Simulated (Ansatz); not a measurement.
**C2H10GaP: a ladder of functionals and wavefunction methods**

An exercise on one series of results from a longer session: the logs are not shown, and one member is left open.

Computed with Ansatz 0.2.0, Gaussian basis. Level: functionals in def2-TZVPP, the program's frozen cores in correlated methods.

Levels to be run: LDA (SPW92), PBE-D4, revPBE-D4, BLYP-D4, r2SCAN-D4, B97M-V, PBE0-D4, B3LYP-D4, r2SCANh-D4, r2SCAN0-D4, HSE06-D4, BHLYP-D4, CAM-B3LYP-D4, LC-ωPBE, ωB97X-V, ωB97M-V, B2PLYP, PBE-QIDH; CCSD(T)/def2-SVP; CCSD(T)/def2-TZVPP; MP2/def2-QZVPP; extrapolation to the limit; RPA on PBE.

### The geometry

The geometry comes from an earlier relaxation with PBE0-D4 in a triple-zeta def2 set; it is a stationary point, not always the lowest conformer.

SMILES `[CH3][GaH-]([CH3])[PH3+]`, 14 atoms, charge 0, spin multiplicity 1.

Atoms are counted from 1 here; the program's logs count them from 0.

Bond lengths: C1–Ga2 1.990 Å, C1–H5 1.093 Å, C1–H6 1.094 Å, C1–H7 1.092 Å, Ga2–C3 1.990 Å, Ga2–P4 2.585 Å, Ga2–H8 1.588 Å, C3–H9 1.094 Å, C3–H10 1.092 Å, C3–H11 1.093 Å, P4–H12 1.411 Å, P4–H13 1.412 Å, P4–H14 1.411 Å. Angles: Ga2–C1–H5 112.0°, Ga2–C1–H6 109.0°, Ga2–C1–H7 112.4°, H5–C1–H6 107.3°, H5–C1–H7 108.6°, H6–C1–H7 107.3°, C1–Ga2–C3 119.0°, C1–Ga2–P4 98.8°, C1–Ga2–H8 118.3°, C3–Ga2–P4 98.8°, C3–Ga2–H8 118.3°, P4–Ga2–H8 93.6°, Ga2–C3–H9 109.0°, Ga2–C3–H10 112.5°, Ga2–C3–H11 112.0°, H9–C3–H10 107.3°, H9–C3–H11 107.3°, H10–C3–H11 108.6° and more.

Coordinates:

```csv
atom,x (Å),y (Å),z (Å)
C1,-1.03352,1.12966,-1.31983
Ga2,-0.34535,0.61172,0.47393
C3,1.57960,0.89903,0.88777
P4,-0.30221,-1.95326,0.15508
H5,-0.33978,0.85718,-2.11889
H6,-1.15805,2.21617,-1.35325
H7,-2.00718,0.68509,-1.53730
H8,-1.37277,0.54359,1.68260
H9,1.74396,1.95996,1.09873
H10,1.90536,0.33946,1.76736
H11,2.22343,0.63132,0.04640
H12,0.10926,-2.76897,1.23071
H13,0.49215,-2.55453,-0.84606
H14,-1.50780,-2.62562,-0.13846
```

Set-up of the first run:

Input file in.yaml:

```yaml
crystal:
  periodic: [false, false, false]
  atoms:
    - {symbol: C, position_ang: [-1.033522, 1.129665, -1.319827]}
    - {symbol: Ga, position_ang: [-0.345348, 0.611721, 0.473934]}
    - {symbol: C, position_ang: [1.579598, 0.899034, 0.887767]}
    - {symbol: P, position_ang: [-0.302207, -1.953263, 0.155084]}
    - {symbol: H, position_ang: [-0.339776, 0.857185, -2.118894]}
    - {symbol: H, position_ang: [-1.158053, 2.216174, -1.353253]}
    - {symbol: H, position_ang: [-2.007183, 0.685090, -1.537298]}
    - {symbol: H, position_ang: [-1.372769, 0.543587, 1.682601]}
    - {symbol: H, position_ang: [1.743964, 1.959963, 1.098733]}
    - {symbol: H, position_ang: [1.905357, 0.339457, 1.767362]}
    - {symbol: H, position_ang: [2.223427, 0.631316, 0.046402]}
    - {symbol: H, position_ang: [0.109257, -2.768974, 1.230714]}
    - {symbol: H, position_ang: [0.492153, -2.554530, -0.846061]}
    - {symbol: H, position_ang: [-1.507799, -2.625623, -0.138464]}
basis:
  gaussian: {orbitals: def2-TZVPP}
hamiltonian: {xc: lda}
output: {orbitals: {seedname: orbitals}}
```

Started as:

```console
> ansatz run in.yaml --threads 4 --pin off --events-out ev --progress --plain --max-ram 11315MiB
```

Steps of the session up to this table: LDA; PBE-D4 (GGA); revPBE-D4 (GGA); BLYP-D4 (GGA); r2SCAN-D4 (meta-GGA); B97M-V (meta-GGA); B3LYP-D4 (hybrid); r2SCANh-D4 (hybrid); r2SCAN0-D4 (hybrid); HSE06-D4 (hybrid); BHLYP-D4 (hybrid); CAM-B3LYP-D4 (range-separated); LC-ωPBE (range-separated); ωB97X-V (range-separated); ωB97M-V (range-separated); B2PLYP (double hybrid); PBE-QIDH (double hybrid).

One of the session's tables, all rows but one given; the rest of the session is left out.

It belongs to the step «Frontier levels by functional». 

| functional | HOMO (eV) | gap (eV) |
| --- | --- | --- |
| LDA (SPW92) | -6.11 | 5.06 |
| PBE-D4 | -5.95 | 5.03 |
| revPBE-D4 | -5.89 | 5.04 |
| BLYP-D4 | -5.81 | 5.01 |
| r2SCAN-D4 | -6.18 | 5.53 |
| B97M-V | -6.25 | 5.41 |
| PBE0-D4 | -7.14 | 7.12 |
| B3LYP-D4 | -6.92 | 6.68 |
| r2SCANh-D4 | -6.62 | 6.30 |
| r2SCAN0-D4 | -7.30 | 7.45 |
| HSE06-D4 | ? | ? |
| BHLYP-D4 | -8.23 | 9.13 |
| CAM-B3LYP-D4 | -8.48 | 9.51 |
| LC-ωPBE | -9.84 | 12.04 |
| ωB97X-V | -9.47 | 11.52 |
| ωB97M-V | -9.37 | 11.17 |

Q: Estimate the row for HSE06-D4 from the others.

**Answer.** HOMO (eV): -6.74; gap (eV): 6.34. In the column «HOMO (eV)» it lies between B3LYP-D4 (-6.92) and r2SCANh-D4 (-6.62).
